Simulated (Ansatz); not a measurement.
# InCNClF (SMILES N#[C][In]([F])[Cl]) at CCSD/def2-SVP (core potential)

What is the energy change on altering one bond length of InCNClF at CCSD/def2-SVP (core potential)? 

The results are computed with Ansatz 0.2.0.

127 further runs of the same task are left out: 7 that didn't finish, 120 set aside as unsound or not needed.

### Step 1. The molecule

InCNClF has 5 atoms, charge 0, and is taken as a singlet. SMILES: `N#[C][In]([F])[Cl]`. Geometry: relaxed at PBE0-D4/def2-TZVP.

Bond lengths: N1–C2 1.152 Å, C2–In3 2.082 Å, In3–F4 1.924 Å, In3–Cl5 2.280 Å. Angles: N1–C2–In3 178.9°, C2–In3–F4 118.2°, C2–In3–Cl5 125.8°, F4–In3–Cl5 115.9°.

### Step 2. The energy at CCSD/def2-SVP (core potential)

The input, molecule.yaml:

```yaml
crystal:
  periodic: [false, false, false]
  atoms:
    - {symbol: "N", position_ang: [-1.392600, 1.451400, 1.648800]}
    - {symbol: C, position_ang: [-0.781900, 0.784400, 0.934900]}
    - {symbol: In, position_ang: [0.330400, -0.389600, -0.376400]}
    - {symbol: F, position_ang: [0.434400, -2.280900, -0.039700]}
    - {symbol: Cl, position_ang: [1.459700, 0.361000, -2.209100]}
basis:
  gaussian:
    orbitals: def2-SVP
accuracy: high
correlation:
  method: ccsd
  frozen_orbitals: {C: 1, Cl: 5, F: 1, In: 4, "N": 1}
scf:
  omitted_lower_state_checks: [cluster_reference, increment]
```

Run with:

```sh
$ ansatz run molecule.yaml --threads 1 --pin off --max-ram 3480MiB --events-out events.jsonl --progress --plain --runs-dir runs
```

Log, shortened:

```text
Warning: RAYON_NUM_THREADS=1 ignored (pool sized by the plan → 1); use --threads N
Functional definition: HF
  name "HF"
[...]
1856 factors; integrals over basis functions are off by at most 7.9e-9 eV
[...]
mean field -22863.87487994 eV, -840.2319041468 hartree, gradient 2.4e-8 eV, S^2 0.000000; 0 other end points of the search recorded, 0 dependent functions left out
12 core orbitals not correlated: weight in the atoms' cores, before any rotation towards them, 1.000 or more for the frozen orbitals, at most 0.000 for the correlated occupied ones
reference -22863.87487994 eV, -840.2319041468 hartree; 18, 18 occupied and 56, 56 virtual orbitals, 1856 factors
second order -18.25783038 eV of doubles, -0.00000000 eV of singles
cycle   1  -18.10290960 eV  change    1.5e-1 eV  update   1.2e-1
[...]
cycle  22  -18.75948612 eV  change   6.1e-11 eV  update   2.1e-9
Total energy: -22882.63436606 eV, -840.9213025461 hartree
Checks for a lower state left out: cluster_reference, increment
```

It took 38 s on 1 thread of Arm Neoverse N1, shared host; peak memory 0.47 GiB.

### Step 3. The distorted shape, same level

The input, in.yaml:

```yaml
basis:
  gaussian:
    orbitals: def2-SVP
crystal:
  periodic: [false, false, false]
  atoms:
    - {symbol: N, position_ang: [-1.575799, 1.651488, 1.862957]}
    - {symbol: C, position_ang: [-0.781900, 0.784400, 0.934900]}
    - {symbol: In, position_ang: [0.330400, -0.389600, -0.376400]}
    - {symbol: F, position_ang: [0.434400, -2.280900, -0.039700]}
    - {symbol: Cl, position_ang: [1.459700, 0.361000, -2.209100]}
correlation:
  method: ccsd
  frozen_orbitals: {C: 1, Cl: 5, F: 1, In: 4, "N": 1}
accuracy: high
scf:
  omitted_lower_state_checks: [cluster_reference, increment]
```

Run with:

```sh
$ ansatz run in.yaml --threads 1 --pin off --max-ram 3480MiB --events-out events.jsonl --progress --plain --runs-dir runs
```

Log, shortened:

```text
Warning: RAYON_NUM_THREADS=1 ignored (pool sized by the plan → 1); use --threads N
Functional definition: HF
  name "HF"
[...]
1854 factors; integrals over basis functions are off by at most 9.3e-9 eV
[...]
mean field -22858.88543533 eV, -840.0485454395 hartree, gradient 6.8e-8 eV, S^2 0.000000; 4 other end points of the search recorded, 0 dependent functions left out; unrestricted orbitals would lower it
12 core orbitals not correlated: weight in the atoms' cores, before any rotation towards them, 1.000 or more for the frozen orbitals, at most 0.000 for the correlated occupied ones
reference -22858.88543533 eV, -840.0485454395 hartree; 18, 18 occupied and 56, 56 virtual orbitals, 1854 factors
second order -20.65707562 eV of doubles, -0.00000000 eV of singles
cycle   1  -18.83811044 eV  change     1.8e0 eV  update   2.3e-1
[...]
cycle  26  -20.38860919 eV  change    3.4e-9 eV  update   1.6e-9
Total energy: -22879.27404452 eV, -840.7978130073 hartree
Checks for a lower state left out: cluster_reference, increment
```

Run time: 47 s. Hardware: 1 thread of Arm Neoverse N1, shared host; peak memory 0.47 GiB.

### Step 4. What came out

At CCSD/def2-SVP (core potential), 12 core orbitals frozen:

| quantity | value |
| --- | --- |
| first shape: total energy | -840.92130 Eh |
| first shape: correlation energy (12 core orbitals frozen) | -689.4 mEh |
| first shape: T1 diagnostic | 0.014 |
| distorted shape: total energy | -840.79781 Eh |
| distorted shape: correlation energy (12 core orbitals frozen) | -749.3 mEh |
| distorted shape: T1 diagnostic | 0.026 |
| energy change with the N1–C2 bond stretched from 1.152 to 1.498 Å | 3.360 eV |

What this shows: With the N1–C2 bond stretched from 1.152 to 1.498 Å the energy rises by 3.36 eV (324 kJ/mol). The first shape isn't relaxed at this level, so the change isn't measured from a minimum. The T1 diagnostic (distorted shape) of 0.026 is above the customary mark for such species, so a single reference may not serve. The restricted solution (distorted shape) is unstable to spin breaking: an unrestricted one lies lower.
